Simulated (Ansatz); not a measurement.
**B₂ClFH₃P: small, medium and large basis sets**

An exercise on one series of results from a longer session: the logs are not shown, and one member is left open.

The runs use Ansatz 0.2.0, Gaussian basis; one geometry, several basis sets.

The runs, in order: PBE0-D4/def2-SVP; ωB97M-V/def2-SVP; PBE0-D4/def2-QZVPP; ωB97M-V/def2-QZVPP; the functionals' def2-TZVPP values are taken from earlier runs.

## The relaxed structure

All runs share one geometry, relaxed beforehand with PBE0-D4 in a triple-zeta def2 set.

SMILES `BPB(F)Cl`, 8 atoms, charge 0, spin multiplicity 1.

Atoms are counted from 1 here; the program's logs count them from 0.

Bond lengths: B1–P2 1.840 Å, B1–H6 1.191 Å, B1–H7 1.191 Å, P2–B3 1.886 Å, P2–H8 1.407 Å, B3–F4 1.317 Å, B3–Cl5 1.747 Å. Angles: P2–B1–H6 119.3°, P2–B1–H7 118.2°, H6–B1–H7 122.2°, B1–P2–B3 111.5°, B1–P2–H8 111.0°, B3–P2–H8 106.4°, P2–B3–F4 120.5°, P2–B3–Cl5 120.8°, F4–B3–Cl5 118.7°.

The first run:

in.yaml reads:

```yaml
crystal:
  periodic: [false, false, false]
  atoms:
    - {symbol: B, position_ang: [-0.167005, 0.427517, 1.498250]}
    - {symbol: P, position_ang: [0.147156, -0.863836, 0.226399]}
    - {symbol: B, position_ang: [0.347177, -0.109475, -1.490935]}
    - {symbol: F, position_ang: [-0.202150, -0.684807, -2.541044]}
    - {symbol: Cl, position_ang: [1.338355, 1.308846, -1.735222]}
    - {symbol: H, position_ang: [-0.876451, 0.176895, 2.422080]}
    - {symbol: H, position_ang: [0.437695, 1.450276, 1.421949]}
    - {symbol: H, position_ang: [-0.932679, -1.762615, 0.142724]}
basis:
  gaussian: {orbitals: def2-SVP}
hamiltonian: {xc: pbe0, dispersion: d4}
output: {orbitals: {seedname: orbitals}}
```

Among the steps run: PBE0-D4 in def2-SVP; ωB97M-V in def2-SVP; PBE0-D4 in def2-QZVPP; ωB97M-V in def2-QZVPP.

One table of the session follows, with a row left open; its other results are not shown here.

It belongs to the step «Functionals by basis». 

```
functional       basis  HOMO (eV)  LUMO (eV)
   PBE0-D4    def2-SVP      -7.75      -1.86
   PBE0-D4  def2-TZVPP      -7.82      -2.00
   PBE0-D4  def2-QZVPP      -7.83      -2.02
   ωB97M-V    def2-SVP      -9.75       0.20
   ωB97M-V  def2-TZVPP      -9.85      -0.03
   ωB97M-V  def2-QZVPP          ?          ?
```

Estimate the missing values for ωB97M-V, def2-QZVPP.

As computed: HOMO (eV): -9.87; LUMO (eV): -0.09. In the column «HOMO (eV)» it is the lowest.
